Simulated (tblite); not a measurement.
# C6H7F2: the cost of one run

Programs: tblite 0.8.0 and PySCF 2.14.0, with density-fitted response routines of our own. Each step states its level of theory. These are calculated values for one molecule in the gas phase, unless marked as measured. Atoms are numbered from 0 throughout.

## 1. Starting geometry

15 atoms, charge 0, multiplicity 2; geometry from: force field or distance geometry start.

Bonds of the start (Å): C0–C1 1.49, C1–C2 1.46, C2–C3 1.29, C3–C4 1.46, C4–C5 1.32, C5–F6 1.35, C5–F7 1.37, C0–H8 1.13, C0–H9 1.14, C1–H10 1.14, C1–H11 1.13, C2–H12 1.12, C3–H13 1.10, C4–H14 1.06.

## 2. Geometry optimisation with GFN2-xTB

Job settings and geometry (Å):

```
{"job": {"kind": "relax", "xc": "GFN2-xTB", "basis": "xTB"}, "charge": 0, "multiplicity": 2}
C     -1.562700    -1.071600     0.158000
C     -1.692600     0.315800    -0.374000
C     -0.497600     1.143900    -0.462600
C      0.727000     0.872700    -0.162100
C      1.230300    -0.376900     0.388300
C      2.527500    -0.438600     0.622500
F      3.023300    -1.593400     1.123900
F      3.384500     0.606600     0.397300
H     -1.298600    -1.827600    -0.637100
H     -2.614900    -1.402900     0.456100
H     -2.387500     0.851600     0.354800
H     -2.314400     0.340500    -1.321000
H     -0.675000     2.177900    -0.856000
H      1.479300     1.662800    -0.317800
H      0.666800    -1.252800     0.607800
```

On the command line:

```console
> OMP_NUM_THREADS=1 python probes_run.py task.json out
```

This one command runs all jobs of the session in turn.

**Question.** How long does this first job take on 1 thread of Arm Neoverse N1, shared host, and how much memory does it need?

About 1.1 s, with a peak of 0.18 GiB.
